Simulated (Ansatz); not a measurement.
# TlPt: band structure with PBEsol

Crystal: TlPt.

```
Tl Pt
1.0
     5.60500    0.00000    0.00000
    -2.80250    4.85407    0.00000
     0.00000    0.00000    4.63900
Tl Pt
3 3
Direct
  0.00000 0.50000 0.00000
  0.50000 0.50000 0.00000
  0.50000 0.00000 0.00000
  0.66667 0.33333 0.50000
  0.33333 0.66667 0.50000
  0.00000 0.00000 0.00000
```

```yaml
Program: Ansatz 0.2.0
Task: band structure
Functional: PBEsol
Potentials_or_basis: Ansatz PAW
Cutoff: "420 eV (not typed: the program's choice for these potentials)"
k_mesh: 6 × 6 × 6
Occupations: fermi-dirac, width 0.05 eV
Spin: no spin polarisation
Path: "[[\"G\", \"M\", \"K\", \"G\", \"A\", \"L\", \"H\", \"A\"], [\"L\", \"M\"], [\"K\", \"H\"]]"
Points_for_each_segment_of_the_path: 14
```

| Item | Value |
| --- | --- |
| Pressure | 6.9 GPa |
| Band gap on the k mesh | none (metal or under the smearing width) |

Stress tensor (GPa, compression positive):
```
11.40  0.00  0.00
 0.00 11.40  0.00
 0.00  0.00 -2.03
```

Levels at the corners of the path, in eV from the Fermi level:
```csv
point,band 44,band 45,band 46,band 47,band 48,band 49
Γ,-1.47,-0.45,-0.45,-0.02,-0.02,0.14
M,-1.22,-0.99,-0.07,1.67,1.92,2.65
K,-1.55,-0.93,0.60,1.37,1.37,2.47
Γ,-1.47,-0.45,-0.45,-0.02,-0.02,0.14
A,-1.33,-1.23,-0.01,-0.01,1.60,1.60
L,-1.24,-1.21,-0.67,-0.58,0.01,1.48
H,-0.94,-0.88,-0.69,-0.69,-0.43,1.41
A,-1.33,-1.23,-0.01,-0.01,1.60,1.60
L,-1.24,-1.21,-0.67,-0.58,0.01,1.48
M,-1.22,-0.99,-0.07,1.67,1.92,2.65
K,-1.55,-0.93,0.60,1.37,1.37,2.47
H,-0.94,-0.88,-0.69,-0.69,-0.43,1.41
```

It took 25 s on 2 threads of Arm Neoverse V2 (shared host), peak memory 0.69 GiB.

Caveat: spin-orbit coupling is left out, which moves the levels of the heavy elements; the PAW data sets come from PBE, with cores solved anew for the run's functional, which leaves a small shift of forces and pressure.
